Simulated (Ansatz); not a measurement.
**CH₃BOSe: basis-set convergence**

An exercise on one series of results from a longer session: the logs are not shown, and one member is left open.

Method: one geometry, several basis sets; program: Ansatz 0.2.0, Gaussian basis.

Plan: PBE0-D4/def2-SVP; ωB97M-V/def2-SVP; PBE0-D4/def2-QZVPP; ωB97M-V/def2-QZVPP; the functionals' def2-TZVPP values are taken from earlier runs.

## The relaxed structure

All runs share one geometry, relaxed beforehand with PBE0-D4 in a triple-zeta def2 set.

SMILES `BC(O)=[Se]`, 7 atoms, charge 0, spin multiplicity 1.

Atoms are counted from 1 here; the program's logs count them from 0.

Bond lengths: B1–C2 1.527 Å, B1–H5 1.196 Å, B1–H6 1.196 Å, C2–O3 1.301 Å, C2–Se4 1.781 Å, O3–H7 0.968 Å. Angles: C2–B1–H5 118.8°, C2–B1–H6 118.8°, H5–B1–H6 121.3°, B1–C2–O3 143.2°, B1–C2–Se4 88.1°, O3–C2–Se4 128.7°, C2–O3–H7 109.3°.

The first run:

in.yaml

```yaml
crystal:
  periodic: [false, false, false]
  atoms:
    - {symbol: B, position_ang: [-0.345207, 0.868424, -0.191918]}
    - {symbol: C, position_ang: [0.076245, -0.591458, -0.038070]}
    - {symbol: O, position_ang: [0.897956, -1.377187, 0.594778]}
    - {symbol: Se, position_ang: [-1.159547, -1.014329, -1.249168]}
    - {symbol: H, position_ang: [-1.132297, 1.325616, 0.584496]}
    - {symbol: H, position_ang: [0.273968, 1.571310, -0.936180]}
    - {symbol: H, position_ang: [1.449982, -0.850376, 1.190361]}
basis:
  gaussian: {orbitals: def2-SVP}
hamiltonian: {xc: pbe0, dispersion: d4}
output: {orbitals: {seedname: orbitals}}
```

Launch:

```console
> ansatz run in.yaml --threads 2 --pin off --events-out ev --progress --plain --max-ram 4352MiB
```

Steps of the session up to this table: PBE0-D4 in def2-SVP; ωB97M-V in def2-SVP; PBE0-D4 in def2-QZVPP; ωB97M-V in def2-QZVPP.

One of the session's tables, all rows but one given; the rest of the session is left out.

```
functional       basis  HOMO (eV)  LUMO (eV)
   PBE0-D4    def2-SVP      -7.25      -1.87
   PBE0-D4  def2-TZVPP      -7.34      -1.98
   PBE0-D4  def2-QZVPP      -7.36      -2.01
   ωB97M-V    def2-SVP      -9.27       0.33
   ωB97M-V  def2-TZVPP      -9.40       0.15
   ωB97M-V  def2-QZVPP          ?          ?
```

Estimate the missing values for ωB97M-V, def2-QZVPP.

**Answer.** HOMO (eV): -9.41; LUMO (eV): 0.09. In the column «HOMO (eV)» it is the lowest.
